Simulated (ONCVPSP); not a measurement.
# An ONCV potential for O, from input to tests

Aim: build the potential from the settings below, then test how well it stands in for the atom: other configurations, scattering, ghost states and the plane-wave cutoff that it needs.

The numbers are computed with ONCVPSP 4.0.1 (PBE, scalar-relativistic, spin-unpolarised reference atom).

**1. The atom and the settings**

Typed settings, in words:

| Item | Value |
| --- | --- |
| element | oxygen (O, Z = 8) |
| type | optimised norm-conserving Vanderbilt (ONCV) |
| frozen core | [He] |
| valence charge | 6 |
| reference configuration | 2s2 2p4 |
| partial waves | 2s: rc 0.75 bohr, ncon 3, nbas 7, qcut 9.3 1/bohr, 3 projectors, debl 2.8 Ha; 2p: rc 1.40 bohr, ncon 3, nbas 6, qcut 11.3 1/bohr, 1 projector; d scattering state at 0.15 Ha: rc 1.15 bohr, ncon 4, nbas 7, qcut 9.9 1/bohr, 1 projector |
| local potential | polynomial inside 0.65 bohr (lpopt 5, dvloc0 6 Ha) |
| core correction | Teter function, fcfact 4.25, rcfact 1.25 |

The outer shells as boxes (Hund's rule for the drawing; the calculation is spin-unpolarised):

```
[He] core
2s [↑↓]
2p [↑↓][↑ ][↑ ]
```

The nodes and maxima of the atom's own shells, from an earlier all-electron run, set the scale for the radii.

All-electron outer shells of the reference configuration (PBE, scalar-relativistic, ld1.x):

```json
{"shell": "1s", "level (eV)": "-514.70", "outermost node (bohr)": "–", "outermost maximum (bohr)": "0.13"}
{"shell": "2s", "level (eV)": "-23.96", "outermost node (bohr)": "0.28", "outermost maximum (bohr)": "0.87"}
{"shell": "2p", "level (eV)": "-9.03", "outermost node (bohr)": "–", "outermost maximum (bohr)": "0.82"}
```

**2. Generation**

Input file O.dat:

```
# ATOM AND REFERENCE CONFIGURATION
# atsym  z   nc   nv     iexc    psfile
  O 8.00    1    2        4      upf
#
#   n    l    f
    1    0    2.00
    2    0    2.00
    2    1    4.00
#
# PSEUDOPOTENTIAL AND OPTIMIZATION
# lmax
    2
#
#   l,   rc,      ep,       ncon, nbas, qcut
    0    0.75    0.00    3    7    9.30
    1    1.40    0.00    3    6   11.30
    2    1.15    0.15    4    7    9.90
#
# LOCAL POTENTIAL
# lloc, lpopt,  rc(5),   dvloc0
    4    5    0.65    6.00
#
# VANDERBILT-KLEINMAN-BYLANDER PROJECTORs
# l, nproj, debl
    0    3    2.80
    1    1    0.70
    2    1    2.70
#
# MODEL CORE CHARGE
# icmod, fcfact, rcfact
    3    4.25    1.25
#
# LOG DERIVATIVE ANALYSIS
# epsh1, epsh2, depsh
   -2.00    5.00    0.02
#
# OUTPUT GRID
# rlmax, drl
    6.00    0.01
#
# TEST CONFIGURATIONS
# ncnf
    4
# nvcnf
#   n    l    f
    2
    2    0    2.00
    2    1    3.00
#
    2
    2    0    2.00
    2    1    2.00
#
    2
    2    0    2.00
    2    1    1.00
#
    2
    2    0    1.00
    2    1    4.00
#
```

Run with:

```console
$ oncvpsp.x < O.dat > O.out
```

Q: Predict the outcome of this session. Wanted: cutoffs for 1 and 0.1 mHa per electron, occupied waves; bound ghosts; GHOST(+) flags; largest test error; largest phase difference near zero energy, channels read; rms error of d²Exc/dn², without and with the model core.

**Answer**, as computed:

| quantity | value |
| --- | --- |
| cutoffs for 1 and 0.1 mHa per electron, occupied waves | 39 Ha and 120 Ha |
| bound ghosts | s at -369.91 eV |
| GHOST(+) flags | none at low energy |
| largest test error (AE − PS) | +493 meV, for 2s2 2p1 |
| largest phase difference near zero energy, channels read | 0.002 rad |
| rms error of d²Exc/dn², without and with the model core | 1.85 and 1.88 mHa |

In words: A bound ghost (s) makes it unfit for use: electrons can fall into a state that the atom doesn't have. The worst unpolarised test, 2s2 2p1, is off by 493 meV on 103.9 eV; by total energies transferability rates as poor. That test lies far up in energy; among those under 40 eV, nearer to bonding, the largest error is 20 meV. By its cutoff, 39 Ha for the looser tolerance, it is hard. The tighter tolerance needs 120 Ha, and converged work needs a cutoff nearer that. Near zero energy the phases of the channels with partial waves agree within 0.002 rad. All of this concerns the isolated atom, not yet a solid.
